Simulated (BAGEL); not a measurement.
# BH2BrF− (SMILES F[BH2-]Br): B3LYP/6-31G(d) (density fitting with qzvpp-jkfit, spherical functions)

Aim: the energy change on altering one bond length of BH2BrF− at B3LYP/6-31G* (density fitting with qzvpp-jkfit, spherical functions), from 2 runs. 

The calculation is run with BAGEL 1.2.2.

6 further runs of the same task are left out: 5 that didn't finish, 1 set aside as unsound or not needed.

## Step 1: The structure to begin with

BH2BrF− has 5 atoms, charge -1, and is taken as a singlet. SMILES: `F[BH2-]Br`. The shape is that of a GFN2-xTB optimisation.

Bond lengths: F1–B2 1.400 Å, B2–Br3 2.042 Å, B2–H4 1.212 Å, B2–H5 1.212 Å. Angles: F1–B2–Br3 108.4°, F1–B2–H4 110.3°, F1–B2–H5 110.4°, Br3–B2–H4 107.2°, Br3–B2–H5 107.1°, H4–B2–H5 113.2°.

## Step 2: A single-point energy at B3LYP/6-31G(d) (density fitting with qzvpp-jkfit, spherical functions)

The input, calc.json:

```json
{ "bagel" : [

{
  "title" : "molecule",
  "basis" : "6-31gs.json",
  "df_basis" : "qzvpp-jkfit",
  "angstrom" : true,
  "geometry" : [
    { "atom" : "F", "xyz" : [      -0.683800,      -0.270840,       1.225160 ] },
    { "atom" : "B", "xyz" : [      -0.162710,       0.075960,      -0.027450 ] },
    { "atom" : "Br", "xyz" : [       1.752980,      -0.621580,      -0.142400 ] },
    { "atom" : "H", "xyz" : [      -0.113890,       1.281320,      -0.144390 ] },
    { "atom" : "H", "xyz" : [      -0.792580,      -0.464860,      -0.910920 ] }
  ]
},

{ "title" : "ks", "xc_func" : "b3lyp", "charge" : -1 },

{ "title" : "print", "file" : "orbitals.molden", "orbitals" : true }

]}
```

The basis set 6-31G* is read from a file made from the Basis Set Exchange's data (not shown).

Launch:

```bash
$ BAGEL_NUM_THREADS=1 BAGEL calc.json > calc.out
```

The log of the run:

```text
* using 1 threads per process

  ===============================================================
  ===============================================================

  *** Geometry ***

  { "atom" : "F", "xyz" : [     -1.292195,     -0.511813,      2.315217 ] },
  { "atom" : "B", "xyz" : [     -0.307477,      0.143544,     -0.051873 ] },
  { "atom" : "Br", "xyz" : [      3.312652,     -1.174616,     -0.269097 ] },
  { "atom" : "H", "xyz" : [     -0.215221,      2.421344,     -0.272858 ] },
  { "atom" : "H", "xyz" : [     -1.497759,     -0.878458,     -1.721389 ] },

  Number of auxiliary basis functions:      454

  Since a DF basis is specified, we compute 2- and 3-index integrals:
    o Being stored without compression. Storage requirement is 0.015 GB

  Number of basis functions:       64
  Number of electrons      :       51

    * METHOD: MOLECULE                             0.28

  *** Kohn-Sham DFT ***

    * Removing 7894 points whose weight is below 1.00e-10
    * Grid points: 66636

  === Nuclear Repulsion ===
   144.5103027605

       - DIIS with orbital gradients will be used.

  === KS iteration (b3lyp / 6-31gs.json) ===
      0      -2565.67814837          0.15022180           0.31
      1      -2212.92886348          0.27285340           0.30
      2      -2532.58128532          0.12979495           0.41
      3      -2521.37735156          0.31105101           0.29
      4      -2525.68908424          0.28223349           0.29
      5      -2528.72874207          0.26527402           0.30
      6      -2528.39867166          0.26512617           0.32
      7      -2510.45726186          0.34970035           0.28
      8      -2538.06551406          0.17768651           0.29
      9      -2677.75055790          0.15191005           0.28
     10      -2629.91300067          0.57012983           0.28
     11      -2602.95104346          0.44876213           0.30
     12      -2567.28366605          0.27797363           0.29
     13      -2682.84680514          0.25561294           0.28
     14      -2637.84021732          0.14726144           0.28
     15      -2670.30304186          0.18099264           0.28
     16      -2681.10498434          0.14537760           0.28
     17      -2682.50682134          0.14956751           0.29
     18      -2681.49279580          0.16030803           0.31
     19      -2681.62614907          0.16319325           0.28
     20      -2641.60254716          0.12097104           0.28
     21      -2676.53907229          0.17239018           0.28
     22      -2675.87936706          0.17447615           0.28
     23      -2674.99742953          0.17692372           0.28
     24      -2650.39073328          0.26654304           0.29
     25      -2600.67162004          0.44942521           0.29
     26      -2642.91941944          0.11812092           0.28
     27      -2564.07765303          0.34388749           0.28
     28      -2549.91068664          0.48962760           0.28
     29      -2512.71737455          0.30080321           0.28
     30      -2553.36892633          0.50068950           0.28
     31      -2588.85954656          0.31270666           0.28
     32      -2577.62126758          0.22466164           0.28
     33      -2685.57932424          0.13966999           0.29
     34      -2698.18201322          0.07522874           0.29
     35      -2695.10580660          0.09145291           0.28
     36      -2699.79494329          0.01418524           0.28
     37      -2699.87517461          0.00925807           0.28
     38      -2699.89599041          0.00300085           0.29
     39      -2699.89879420          0.00079023           0.28
     40      -2699.89901013          0.00031248           0.28
     41      -2699.89903632          0.00002805           0.28
     42      -2699.89903654          0.00001304           0.29
     43      -2699.89903658          0.00000233           0.28
     44      -2699.89903659          0.00000102           0.28
     45      -2699.89903659          0.00000031           0.28
     46      -2699.89903659          0.00000008           0.28
     47      -2699.89903659          0.00000002           0.28
     48      -2699.89903659          0.00000001           0.28
    * SCF iteration converged.

    * Permanent dipole moment:
           (   -0.886421,     0.342631,     0.006577) a.u.

    * METHOD: KS                                  14.54

    * METHOD: PRINT                                0.01

  ===============================================================
```

It took 15 s on 1 thread of Intel Xeon Platinum 8259CL at 2.50GHz (Skylake/Cascade Lake), shared host; peak memory 0.25 GiB.

## Step 3: The distorted shape

The input, input.json:

```json
{ "bagel": [

{
  "title": "molecule",
  "basis": "6-31gs.json",
  "df_basis": "qzvpp-jkfit",
  "angstrom": true,
  "geometry": [
    { "atom": "F", "xyz": [      -0.368862,      -0.000427,       1.666900 ] },
    { "atom": "B", "xyz": [       0.152228,       0.346373,       0.414290 ] },
    { "atom": "Br", "xyz": [       2.067918,      -0.351167,       0.299340 ] },
    { "atom": "H", "xyz": [       0.201048,       1.551733,       0.297350 ] },
    { "atom": "H", "xyz": [      -0.792580,      -0.464860,      -0.910920 ] }
  ]
},

{ "title": "ks", "xc_func": "b3lyp", "charge": -1 },

{ "title": "print", "file": "orbitals.molden", "orbitals": true }

]}
```

The basis set 6-31G* is read from a file made from the Basis Set Exchange's data (not shown).

Launch:

```bash
$ BAGEL_NUM_THREADS=1 BAGEL input.json > input.out
```

The log of the run:

```text
* using 1 threads per process

  ===============================================================
  ===============================================================

  *** Geometry ***

  { "atom" : "F", "xyz" : [     -0.697048,     -0.000807,      3.149984 ] },
  { "atom" : "B", "xyz" : [      0.287669,      0.654550,      0.782895 ] },
  { "atom" : "Br", "xyz" : [      3.907799,     -0.663609,      0.565671 ] },
  { "atom" : "H", "xyz" : [      0.379926,      2.932350,      0.561910 ] },
  { "atom" : "H", "xyz" : [     -1.497759,     -0.878458,     -1.721389 ] },

  Number of auxiliary basis functions:      454

  Since a DF basis is specified, we compute 2- and 3-index integrals:
    o Being stored without compression. Storage requirement is 0.015 GB

  Number of basis functions:       64
  Number of electrons      :       51

    * METHOD: MOLECULE                             0.28

  *** Kohn-Sham DFT ***

    * Removing 7350 points whose weight is below 1.00e-10
    * Grid points: 67180

  === Nuclear Repulsion ===
   142.3117959245

       - DIIS with orbital gradients will be used.

  === KS iteration (b3lyp / 6-31gs.json) ===
      0      -2566.00296214          0.14635514           0.32
      1      -2215.67179361          0.27177498           0.32
      2      -2533.32325216          0.12962969           0.43
      3      -2522.46596374          0.30755846           0.30
      4      -2526.89246945          0.27762992           0.32
      5      -2529.76256434          0.26185257           0.33
      6      -2529.30301239          0.26296499           0.42
      7      -2511.64004380          0.34119612           0.40
      8      -2538.79947661          0.17752921           0.29
      9      -2678.14604691          0.15374733           0.29
     10      -2674.70709195          0.37467683           0.29
     11      -2679.86528171          0.32577553           0.39
     12      -2571.04814220          0.27206830           0.39
     13      -2683.37761089          0.24926649           0.29
     14      -2637.02262125          0.15738442           0.30
     15      -2676.08128254          0.16636072           0.29
     16      -2690.40185047          0.10869262           0.29
     17      -2695.54141744          0.09321394           0.29
     18      -2694.96420932          0.09577042           0.29
     19      -2694.37783422          0.09690988           0.29
     20      -2645.55099297          0.15184432           0.29
     21      -2694.01048230          0.09664499           0.29
     22      -2693.03013965          0.10154802           0.31
     23      -2693.55030613          0.09956953           0.29
     24      -2693.04271961          0.10052767           0.29
     25      -2693.66582679          0.09532745           0.29
     26      -2662.89563835          0.16746352           0.29
     27      -2699.39892633          0.03771816           0.29
     28      -2699.78860742          0.01370797           0.29
     29      -2699.84170562          0.00389954           0.29
     30      -2699.84764982          0.00144471           0.29
     31      -2699.84838188          0.00021005           0.29
     32      -2699.84840069          0.00005861           0.30
     33      -2699.84840168          0.00001289           0.29
     34      -2699.84840172          0.00000507           0.29
     35      -2699.84840172          0.00000165           0.35
     36      -2699.84840173          0.00000020           0.36
     37      -2699.84840173          0.00000008           0.30
     38      -2699.84840173          0.00000002           0.31
     39      -2699.84840173          0.00000001           0.29
    * SCF iteration converged.

    * Permanent dipole moment:
           (   -1.426626,     0.070420,    -0.538647) a.u.

    * METHOD: KS                                  12.90

    * METHOD: PRINT                                0.01

  ===============================================================
```

Wall time 14 s (1 thread of Intel Xeon Platinum 8259CL at 2.50GHz (Skylake/Cascade Lake), shared host); peak memory 0.26 GiB.

## Step 4: What came out

Level: B3LYP/6-31G* (density fitting with qzvpp-jkfit, spherical functions).

```
                                                              quantity           value
                                             first shape: total energy  -2699.89904 Eh
                                              first shape: HOMO energy        -1.23 eV
                                              first shape: LUMO energy         7.68 eV
    first shape: HOMO–LUMO gap (to an unbound level, set by the basis)         8.91 eV
                                         distorted shape: total energy  -2699.84840 Eh
                                          distorted shape: HOMO energy        -0.84 eV
                                          distorted shape: LUMO energy         6.60 eV
distorted shape: HOMO–LUMO gap (to an unbound level, set by the basis)         7.44 eV
     energy change with the B2–H5 bond stretched from 1.212 to 1.819 Å        1.378 eV
```

In words: With the B2–H5 bond stretched from 1.212 to 1.819 Å the energy rises by 1.38 eV (133 kJ/mol). The first shape isn't relaxed at this level, so the change isn't measured from a minimum.
